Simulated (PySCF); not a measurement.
# H3O3Tb (Tb(OH)3): the cost of one run

Computed with PySCF 2.14.0. Level: several levels, as the steps say, no spin–orbit coupling.

1 further run of the same task is left out (for a known fault of the program).

**1. Starting geometry**

7 atoms, charge 0, spin multiplicity 1.

Bond lengths: Tb1–O2 2.059 Å, Tb1–O4 2.059 Å, Tb1–O6 2.059 Å, O2–H3 0.956 Å, O4–H5 0.956 Å, O6–H7 0.956 Å. Angles: O2–Tb1–O4 120.0°, O2–Tb1–O6 120.0°, O4–Tb1–O6 120.0°, Tb1–O2–H3 179.7°, Tb1–O4–H5 179.7°, Tb1–O6–H7 179.7°.

Geometry (Å):

```
Tb    0.00000    0.00000    0.12979
O     2.05885   -0.00001    0.14235
H     3.01443   -0.00002    0.15262
O    -1.02941    1.78302    0.14235
H    -1.50720    2.61059    0.15262
O    -1.02944   -1.78301    0.14235
H    -1.50723   -2.61057    0.15262
```

Formal oxidation states: Tb +3. Each metal's 8 4f electrons lie in its core potential, so multiplicities, spins and levels count the valence alone. An earlier session relaxed this geometry at PBE0, Tb lcecp-1-SVP with ECP54, O def2-SVP, H def2-SVP (singlet, point group C3v).

At PBE0 on the finer grid: E = -263.727290 Eh, HOMO -7.61 eV, LUMO -1.30 eV, Mulliken charge on Tb1 +1.09 e, largest force component 0.007 eV/Å. 

Levels to run: CAM-B3LYP; HF; PBE0, TZVP. Hardware: 2 threads of Arm Neoverse V2, shared host.

**2. CAM-B3LYP**

run.py (the lines that set the calculation)

```python
mol = gto.M(atom='''
Tb     0.00000     0.00000     0.12979
O      2.05885    -0.00001     0.14235
H      3.01443    -0.00002     0.15262
O     -1.02941     1.78302     0.14235
H     -1.50720     2.61059     0.15262
O     -1.02944    -1.78301     0.14235
H     -1.50723    -2.61057     0.15262''',
    basis={'Tb': 'lcecp-1-SVP', 'O': 'def2-SVP', 'H': 'def2-SVP'},
    ecp={'Tb': 'lcecp-1-SVP'},
    charge=0, spin=0)
mf = dft.RKS(mol, xc='CAMB3LYP')
mf.grids.atom_grid = (75, 302)  # f atoms: unpruned, at least (60, 302)
mf = mf.density_fit()  # fitting sets: Tb AutoAux, O def2-universal-JKFIT, H def2-universal-JKFIT
mf.conv_tol = 1e-08; mf.max_cycle = 55
mf.kernel(dm0)  # dm0: the density of the relaxed state
```

Run with:

```console
$ OMP_NUM_THREADS=2 python run.py
```

**Question.** How long does this run take on 2 threads of Arm Neoverse V2, shared host?

About 4.9 s.
